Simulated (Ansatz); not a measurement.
# B2AsN: the cell at several levels of theory, part 2 of 2

The system is an ordered 4-atom cell of B2AsN on the zincblende lattice (P-4m2), a generated structure that needn't be the ground state.

Ansatz 0.2.0, plane waves. Earlier steps stand in the parts before.

**3. r2SCAN: cell and atoms**

It starts from the cell of step 2.

input.yaml

```yaml
crystal:
  lattice:
    - [2.995803999, 0.0, 0.0]
    - [0.0, 2.995803999, 0.0]
    - [0.0, 0.0, 4.2985731852]
  atoms:
    - { symbol: "N", position: [0.0, 0.0, 0.0] }
    - { symbol: B, position: [0.0, 0.5, 0.8031805781] }
    - { symbol: As, position: [0.5, 0.5, 0.5] }
    - { symbol: B, position: [0.5, 0.0, 0.1968194219] }
kpoints:
  mp_grid: { grid: [8, 8, 6] }
hamiltonian:
  xc: r2scan
scf:
  occupations: { method: fermi_dirac, width: 0.02 }
relax:
  f_tol: 0.005
  cell: {}
```

Launch:

```
$ ansatz run input.yaml --threads 2 --pin off --max-ram 2211MiB --backend cpu --events-out ev --progress --plain --runs-dir out
```

Standard output:

```text
Warning: RAYON_NUM_THREADS=2 ignored (pool sized by the plan → 2); use --threads N
Engine: ansatz 0.2.0, aarch64-unknown-linux-gnu
Pseudopotentials: kind: paw
Pseudopotential: N, paw, valence charge 5, recommended cutoff 500 eV (meta_gga), N.paw.azcp
Pseudopotential: B, paw, valence charge 3, recommended cutoff 500 eV (meta_gga), B.paw.azcp
Pseudopotential: As, paw, valence charge 15, recommended cutoff 500 eV (meta_gga), As.paw.azcp
Functional definition: r2SCAN
  parameter k0 = 0.174
  parameter k1 = 0.065
  parameter a1 = 4.9479
  exchange = r2scan_x(k0 = k0, k1 = k1, a1 = a1)
  correlation = r2scan_c
Crystal: 4 atoms, lattice volume = 38.579 Å³
Basis set: ecut = 500 eV, 999 PW (Γ), exchange–correlation on 96×96×128 points (64 copies of the dense FFT grid, shifted against one another)
Bands: 17, of which v1, the nominal top of the filled ones, is band 13 counted from 1 (12 counted from 0)
Symmetry: 8 space group operations
Space group: P-4m2 (ITA 115), of the structure as read, at distance tolerance 3.4e-5 Å
k-points: 60 of 384 (time reversal used)
Non-local potential: N, projectors of the file, l = 0: 2, l = 1: 2, l = 2: 1
Non-local potential: B, projectors of the file, l = 0: 2, l = 1: 2, l = 2: 1
Non-local potential: As, projectors of the file, l = 0: 2, l = 1: 2, l = 2: 3, l = 3: 1
PAW form: soft (Blöchl's): semilocal exchange-correlation on the pseudo side does not see the compensation charge
PAW frozen core: N, regenerated for the run's functional (the file was generated under x = pbe(κ = 0.804, μ = 0.2195149727645171), c = pbe(β = 0.06672455060314922))
PAW frozen core: B, regenerated for the run's functional (the file was generated under x = pbe(κ = 0.804, μ = 0.2195149727645171), c = pbe(β = 0.06672455060314922))
PAW frozen core: As, regenerated for the run's functional (the file was generated under x = pbe(κ = 0.804, μ = 0.2195149727645171), c = pbe(β = 0.06672455060314922))
PAW one-centre angular grid: N, 302 points (default); XC on 160 Gauss nodes
PAW one-centre angular grid: B, 302 points (default); XC on 160 Gauss nodes
PAW one-centre angular grid: As, 590 points (default); XC on 160 Gauss nodes
Initial density: superposition of atomic densities (neutral atoms: chi_scale 0, normalization atom), corrected by the library's trained network
Initial wavefunctions: pseudopotential atomic-orbital guess
Functional: x = r2scan, c = r2scan; τ floored in thin density (d = 2e-4 eV/Å³)
SCF iter   1: F=—  HF=-5562.208869 eV  |F-HF|=—  |Δ(HF+E_count)|=         —  Δρ=9.64e-3  dr2=3.24e-2  dr2_τ=2.74e-1  ethr=1.77e-3  ⟨swp⟩=6.1  Hψ=5120  notcnv=0
preconditioner: auto → none  [insulator: Δε(μ)=0.065 eV  Ē_g=13.265 eV  σ=0.020 eV  W_gap=0.66  n_scr=6 (ndim 8)  ℏωp=23.9 eV  f_vac=0.000  D(μ)=0.10/eV (n_scr^D=0)  ε∞_Penn≈4.2]
SCF iter   2: F=—  HF=-5562.303562 eV  |F-HF|=—  |Δ(HF+E_count)|=   9.47e-2  Δρ=4.95e-3  dr2=6.54e-3  dr2_τ=2.52e-4  ethr=1.25e-4  ⟨swp⟩=2.1  Hψ=2530  notcnv=0
SCF iter   3: F=—  HF=-5562.303724 eV  |F-HF|=—  |Δ(HF+E_count)|=   1.62e-4  Δρ=2.58e-3  dr2=1.53e-3  dr2_τ=1.09e-4  ethr=2.52e-5  ⟨swp⟩=2.8  Hψ=1964  notcnv=0
SCF iter   4: F=—  HF=-5562.303832 eV  |F-HF|=—  |Δ(HF+E_count)|=   1.08e-4  Δρ=9.55e-4  dr2=3.81e-4  dr2_τ=6.81e-5  ethr=5.90e-6  ⟨swp⟩=2.0  Hψ=1699  notcnv=0
SCF iter   5: F=—  HF=-5562.303767 eV  |F-HF|=—  |Δ(HF+E_count)|=   6.50e-5  Δρ=2.23e-4  dr2=1.24e-5  dr2_τ=1.08e-6  ethr=1.47e-6  ⟨swp⟩=2.0  Hψ=1466  notcnv=0
SCF iter   6: F=—  HF=-5562.303768 eV  |F-HF|=—  |Δ(HF+E_count)|=   1.01e-6  Δρ=6.37e-5  dr2=1.14e-6  dr2_τ=8.38e-8  ethr=4.77e-8  ⟨swp⟩=2.7  Hψ=1879  notcnv=0
SCF iter   7: F=—  HF=-5562.303769 eV  |F-HF|=—  |Δ(HF+E_count)|=   2.19e-7  Δρ=2.48e-5  dr2=1.68e-7  dr2_τ=5.52e-9  ethr=4.37e-9  ⟨swp⟩=2.8  Hψ=1780  notcnv=0
SCF iter   8: F=-5562.303769 eV  HF=-5562.303769 eV  |F-HF|=1.57e-9  |Δ(HF+E_count)|=   5.78e-8  Δρ=2.77e-6  dr2=2.20e-9  dr2_τ=1.94e-10  ethr=3.85e-10  ⟨swp⟩=4.2  Hψ=3309  notcnv=0
SCF 1 converged in 8 iterations: F = -5562.303769 eV  dr2 = 2.20e-9
relax step   1: F+E_penalty+E_count = -5562.30376868 eV  Δ(F+E_penalty+E_count) = +0.000e0 eV  max|allowed force component| = 2.777e-1 eV/Å  Δτ_max = 0.0000 Å  P = -2.574 GPa  Ω = 38.579 Å³  (8 SCF iters, dr2 threshold 1.00e-7 eV, accepted)
Crystal: 4 atoms, lattice volume = 38.293 Å³
Initial density: handed on by an earlier stage of this run
Initial wavefunctions: those handed on with the density
iter 1 solved again at ethr=2.39e-6 eV; its pass at ethr=3.10e-3 eV (dr2=6.21e-4 eV) is discarded
SCF iter   1: F=—  HF=-5562.308680 eV  |F-HF|=—  |Δ(HF+E_count)|=         —  Δρ=1.25e-3  dr2=5.93e-4  dr2_τ=4.10e-4  ethr=2.39e-6  ⟨swp⟩=2.3  Hψ=5807  notcnv=0
automatic band count: iteration 1 solves 16 bands in place of 17: the levels show a gap, and the empty bands left out lie too high to hold charge; the band table lists the bands solved (type scf.n_extra_bands for more)
preconditioner: auto → none  [insulator: Δε(μ)=0.162 eV  Ē_g=12.793 eV  σ=0.020 eV  W_gap=0.96  n_scr=6 (ndim 8)  ℏωp=24.0 eV  f_vac=0.000  D(μ)=0.01/eV (n_scr^D=0)  ε∞_Penn≈4.5]
SCF iter   2: F=—  HF=-5562.309129 eV  |F-HF|=—  |Δ(HF+E_count)|=   4.49e-4  Δρ=5.96e-4  dr2=1.20e-4  dr2_τ=6.14e-6  ethr=2.28e-6  ⟨swp⟩=2.0  Hψ=1390  notcnv=0
SCF iter   3: F=—  HF=-5562.309131 eV  |F-HF|=—  |Δ(HF+E_count)|=   1.60e-6  Δρ=4.30e-4  dr2=7.25e-5  dr2_τ=1.13e-5  ethr=4.61e-7  ⟨swp⟩=2.0  Hψ=1433  notcnv=0
SCF iter   4: F=—  HF=-5562.309113 eV  |F-HF|=—  |Δ(HF+E_count)|=   1.77e-5  Δρ=5.56e-5  dr2=5.70e-7  dr2_τ=4.33e-8  ethr=2.79e-7  ⟨swp⟩=2.0  Hψ=1362  notcnv=0
SCF iter   5: F=-5562.309113 eV  HF=-5562.309113 eV  |F-HF|=3.04e-8  |Δ(HF+E_count)|=   2.68e-7  Δρ=1.49e-5  dr2=3.97e-8  dr2_τ=2.58e-9  ethr=1.54e-9  ⟨swp⟩=4.2  Hψ=3253  notcnv=0
SCF 2 converged in 5 iterations: F = -5562.309113 eV  dr2 = 3.97e-8
relax step   2: F+E_penalty+E_count = -5562.30911328 eV  Δ(F+E_penalty+E_count) = -5.345e-3 eV  max|allowed force component| = 7.520e-2 eV/Å  Δτ_max = 0.0057 Å  P = -0.737 GPa  Ω = 38.293 Å³  energy of the carried Pulay correction = +5.744e-5 eV  (5 SCF iters, dr2 threshold 4.00e-7 eV, accepted)
Crystal: 4 atoms, lattice volume = 38.180 Å³
iter 1 solved again at ethr=3.71e-7 eV; its pass at ethr=3.10e-3 eV (dr2=9.65e-5 eV) is discarded
SCF iter   1: F=—  HF=-5562.309496 eV  |F-HF|=—  |Δ(HF+E_count)|=         —  Δρ=4.91e-4  dr2=9.17e-5  dr2_τ=6.38e-5  ethr=3.71e-7  ⟨swp⟩=2.5  Hψ=5607  notcnv=0
automatic band count: iteration 1 solves 16 bands in place of 17: the levels show a gap, and the empty bands left out lie too high to hold charge; the band table lists the bands solved (type scf.n_extra_bands for more)
preconditioner: auto → none  [insulator: Δε(μ)=0.175 eV  Ē_g=12.818 eV  σ=0.020 eV  W_gap=0.97  n_scr=6 (ndim 8)  ℏωp=24.0 eV  f_vac=0.000  D(μ)=0.01/eV (n_scr^D=0)  ε∞_Penn≈4.5]
SCF iter   2: F=—  HF=-5562.309570 eV  |F-HF|=—  |Δ(HF+E_count)|=   7.43e-5  Δρ=2.36e-4  dr2=1.87e-5  dr2_τ=9.19e-7  ethr=3.53e-7  ⟨swp⟩=2.0  Hψ=1312  notcnv=0
SCF iter   3: F=—  HF=-5562.309571 eV  |F-HF|=—  |Δ(HF+E_count)|=   4.98e-7  Δρ=1.73e-4  dr2=1.17e-5  dr2_τ=1.80e-6  ethr=7.20e-8  ⟨swp⟩=2.0  Hψ=1433  notcnv=0
SCF iter   4: F=-5562.309568 eV  HF=-5562.309568 eV  |F-HF|=3.16e-8  |Δ(HF+E_count)|=   2.86e-6  Δρ=2.22e-5  dr2=9.03e-8  dr2_τ=6.94e-9  ethr=1.54e-9  ⟨swp⟩=3.3  Hψ=4040  notcnv=0
SCF 3 converged in 4 iterations: F = -5562.309568 eV  dr2 = 9.03e-8
relax step   3: F+E_penalty+E_count = -5562.30956813 eV  Δ(F+E_penalty+E_count) = -4.549e-4 eV  max|allowed force component| = 4.036e-3 eV/Å  Δτ_max = 0.0022 Å  P = +0.006 GPa  Ω = 38.180 Å³  energy of the carried Pulay correction = +8.037e-5 eV  (4 SCF iters, dr2 threshold 4.00e-7 eV, accepted)
Initial wavefunctions: pseudopotential atomic-orbital guess (no wavefunctions were taken with the density)
iter 1 solved again at ethr=6.33e-8 eV; its pass at ethr=3.10e-3 eV (dr2=1.65e-5 eV) is discarded
SCF iter   1: F=—  HF=-5562.309488 eV  |F-HF|=—  |Δ(HF+E_count)|=         —  Δρ=2.60e-5  dr2=9.66e-8  dr2_τ=3.27e-8  ethr=6.33e-8  ⟨swp⟩=3.2  Hψ=7737  notcnv=0
preconditioner: auto → none  [insulator: Δε(μ)=0.173 eV  Ē_g=13.331 eV  σ=0.020 eV  W_gap=0.97  n_scr=6 (ndim 8)  ℏωp=24.0 eV  f_vac=0.000  D(μ)=0.01/eV (n_scr^D=0)  ε∞_Penn≈4.3]
SCF iter   2: F=—  HF=-5562.309487 eV  |F-HF|=—  |Δ(HF+E_count)|=   1.11e-6  Δρ=1.31e-5  dr2=2.22e-8  dr2_τ=3.88e-9  ethr=3.72e-10  ⟨swp⟩=2.4  Hψ=1576  notcnv=0
SCF iter   3: F=—  HF=-5562.309487 eV  |F-HF|=—  |Δ(HF+E_count)|=   2.32e-8  Δρ=1.95e-6  dr2=2.13e-9  dr2_τ=9.38e-11  ethr=8.52e-11  ⟨swp⟩=2.0  Hψ=1441  notcnv=0
SCF iter   4: F=—  HF=-5562.309487 eV  |F-HF|=—  |Δ(HF+E_count)|=  5.27e-10  Δρ=9.48e-7  dr2=2.82e-10  dr2_τ=4.30e-11  ethr=8.19e-12  ⟨swp⟩=2.3  Hψ=1761  notcnv=0
SCF iter   5: F=-5562.309487 eV  HF=-5562.309487 eV  |F-HF|=1.09e-11  |Δ(HF+E_count)|=  2.27e-11  Δρ=2.42e-7  dr2=1.92e-11  dr2_τ=3.81e-12  ethr=1.00e-12  ⟨swp⟩=3.0  Hψ=4058  notcnv=0
SCF 4 converged in 5 iterations: F = -5562.309487 eV  dr2 = 1.92e-11
relax step   4: F+E_penalty+E_count = -5562.30948704 eV  Δ(F+E_penalty+E_count) = +8.110e-5 eV  max|allowed force component| = 3.911e-3 eV/Å  Δτ_max = 0.0000 Å  P = +0.004 GPa  Ω = 38.180 Å³  stress off target by 1.85e-2 GPa  SCF on the basis re-selected at this cell (its energy is not comparable with the rows above)  (5 SCF iters)
basis re-selected at this cell: Δ(F+E_penalty+E_count) = +8.110e-5 eV, ΔP = -0.002 GPa vs the last step (what re-selecting the basis moved, of the pressure what is left beyond the Pulay correction that the steps carried, after the strain that the cell walked since its last selection, with what the two solves' SCF thresholds leave and, on support functions, any second-order correction that the steps lacked; it is no measure of the basis error at this ecutwfc). This SCF's stress stands 1.85e-2 GPa from its target on what of the cell is left free (relax.cell.stress_tol is 5.00e-2 GPa) and its largest allowed force component is 3.91e-3 eV/Å (relax.f_tol is 5.00e-3 eV/Å): within both
SCF converged after 5 iterations
Free energy (F): -5562.309487 eV
Harris-Foulkes:  -5562.309487 eV  (|F-HF|=1.09e-11)
Internal energy: -5562.309466 eV  (E = F + TS)
E sigma→0 (E₀):  -5562.309476 eV
Entropy (-TS):   -0.000021 eV (-0.005 meV/atom)
Fermi energy:    12.550009 eV
--- Per-component energies (eV) ---
  E_band       = -179.804131
  E_kinetic    = 332.095022
  E_local      = -1864.170144  (includes V_loc(G=0)·N_el)
  E_nonlocal   = -603.494607
  E_hartree    = 999.942710
  E_xc         = -197.085461
  E_vxc        = -252.309178  (∫ρ·V_xc dr)
  E_paw        = -2136.522444  (= ΣΔE_a)
  E_vpaw       = 194.913055  (= ΣTr[D̂ρ^β])
  E_aug_tail   = 0.000009  (compensation charges beyond the density's cutoff)
  E_vtau       = 13.276439  (kinetic-family band-sum trace: ∫τ·v_τ [+ j·A + Jᵃ·Aᵃ] dr)
  E_ewald      = -2091.550694
  E_core_change = -1.523856  (= ΣΔE_core)
  E_smearing   = -0.000021  (= −TS)
  E_closure    = 0.000000  (closes the sum)
  Σ components = -5562.309487   (vs F -5562.309487, Δ=0.00e0)
--- Forces (eV/Å), atoms counted from 1 ---
  atom   1  N     -0.00000000    -0.00000000     0.00000000
  atom   2  B      0.00000000     0.00000000     0.00391067
  atom   3  As    -0.00000000    -0.00000000     0.00000000
  atom   4  B      0.00000000     0.00000000    -0.00391067
  max |Σ_I F_I| component: 2.84e-16 eV/Å
--- Stress (GPa, compression-positive) ---
        0.015592       0.000000      -0.000000
        0.000000       0.015592      -0.000000
       -0.000000      -0.000000      -0.018535
  P = ⅓ Tr σ = 0.0042 GPa (0.042 kbar)
--- Relaxed structure (3 steps of the walk, 3 accepted, 1 SCFs on fresh bases) ---
  F+E_penalty+E_count = -5562.30948704 eV   max|allowed force component| = 3.911e-3 eV/Å   (the final SCF, on the basis selected at the relaxed cell)
  cell:  # Å, volume = 38.1797 Å³
    - [2.988649549040301, -4.268843020266769e-35, 6.83014883242683e-33]
    - [0.0, 2.988649549040301, 0.0]
    - [9.800338951345081e-33, 0.0, 4.274472671009346]
  atoms:
    - { symbol: N, position: [-5.143006538558896e-34, 1.0306928914464217e-84, -2.522237323348165e-20] }
    - { symbol: B, position: [5.785882355878764e-34, 0.5000000000000001, 0.8013540279484092] }
    - { symbol: As, position: [0.5000000000000001, 0.5000000000000001, 0.5] }
    - { symbol: B, position: [0.5000000000000001, -9.30424332328959e-69, 0.19864597205159082] }
```

It took 12 s on 2 threads of an Arm CPU, shared host; peak memory 0.45 GiB.

The steps:

```csv
step,energy change (meV/atom),largest force (eV/Å),pressure (GPa),volume (Å³/atom)
1,0.0,0.2777,-2.57,9.645
2,-1.3,0.0752,-0.74,9.573
3,-1.4,0.0040,0.01,9.545
4,-1.4,0.0039,0.00,9.545
```

The table lists every geometry solved, with passes on a fresh basis, whose energies don't compare exactly with the rows above.

```
                       before  after   change
                a (Å)   2.996  2.989  -0.24 %
                c (Å)   4.299  4.274  -0.56 %
     volume (Å³/atom)   9.645  9.545  -1.04 %
shortest distance (Å)   1.720  1.719  -0.09 %
          space group   P-4m2  P-4m2     same
```

**4. Results**

This closing draws on all 2 parts.

| level | a (Å) | c (Å) | volume (Å³/atom) | space group | SCF geometries |
| --- | --- | --- | --- | --- | --- |
| PBE | 2.996 | 4.299 | 9.645 | P-4m2 | 10 |
| r2SCAN | 2.989 | 4.274 | 9.545 | P-4m2 | 4 |

**Reading.** From the start to the first minimum the volume moved by +19.2 %. r2SCAN gives the smallest cell and PBE the largest; they differ by 1.0 % in volume, a mean of 0.3 % in length.
